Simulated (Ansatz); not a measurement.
# SnH4S (SMILES [SH][SnH3]): one structure at several levels

An exercise on one series of results from a longer session: the logs are not shown, and one member is left open.

Program: Ansatz 0.2.0, Gaussian basis. Level of theory: single points in def2-TZVPP. These are calculated values, not measurements.

Correlated methods freeze the cores. Filled d shells of the heavier atoms are correlated. Core potentials replace the inner electrons past krypton, and spin-orbit coupling is left out. B3LYP uses VWN-RPA correlation.

### Where the work starts

SMILES `[SH][SnH3]`, 6 atoms, charge 0, spin multiplicity 1.

Atoms are counted from 1 here; the program's logs count them from 0.

Bond lengths: S1–Sn2 2.399 Å, S1–H3 1.322 Å, Sn2–H4 1.687 Å, Sn2–H5 1.734 Å, Sn2–H6 1.693 Å. Angles: Sn2–S1–H3 92.9°, S1–Sn2–H4 113.3°, S1–Sn2–H5 110.5°, S1–Sn2–H6 109.2°, H4–Sn2–H5 106.0°, H4–Sn2–H6 108.0°, H5–Sn2–H6 109.7°.

Geometry (Å):

```tsv
atom	x (Å)	y (Å)	z (Å)
S1	1.0893	-0.9173	1.2698
Sn2	-0.3014	0.4409	-0.1369
H3	1.1498	-1.8942	0.3805
H4	-1.7447	-0.3145	-0.5764
H5	0.5149	0.8146	-1.6203
H6	-0.6874	1.8739	0.6770
```

Set-up of the first run:

The input, run/in.yaml:

```yaml
crystal:
  periodic: [false, false, false]
  atoms:
    - {symbol: S, position_ang: [1.089300, -0.917300, 1.269800]}
    - {symbol: Sn, position_ang: [-0.301400, 0.440900, -0.136900]}
    - {symbol: H, position_ang: [1.149800, -1.894200, 0.380500]}
    - {symbol: H, position_ang: [-1.744700, -0.314500, -0.576400]}
    - {symbol: H, position_ang: [0.514900, 0.814600, -1.620300]}
    - {symbol: H, position_ang: [-0.687400, 1.873900, 0.677000]}
basis:
  gaussian: {orbitals: def2-TZVPP}
correlation: {method: ccsd_t}
output: {forces: true}
```

No record of the launch command was kept for these runs.

Steps of the session up to this table: CCSD(T)/def2-TZVPP; PBE0-D4/def2-TZVPP; wB97M-V/def2-TZVPP; r2SCAN-D4/def2-TZVPP; PBE-D4/def2-TZVPP; wB97X-V/def2-TZVPP; B3LYP-D4/def2-TZVPP.

One of the session's tables, all rows but one given; the rest of the session is left out.

```
   method  RMS force component (eV/Å)  angle to CCSD(T) forces (°)  dipole (D)
  CCSD(T)                       0.280                    reference        1.11
  PBE0-D4                       0.282                         15.5        1.15
  wB97M-V                       0.274                          4.2        1.13
r2SCAN-D4                       0.290                         14.5        1.15
   PBE-D4                       0.363                         31.6        1.07
  wB97X-V                       0.271                         11.3        1.21
 B3LYP-D4                           ?                            ?           ?
```

**Question.** Estimate the row for B3LYP-D4.

As computed: RMS force component (eV/Å): 0.303; angle to CCSD(T) forces (°): 22.3; dipole (D): 1.09. In the column «RMS force component (eV/Å)» it lies between r2SCAN-D4 (0.290) and PBE-D4 (0.363).
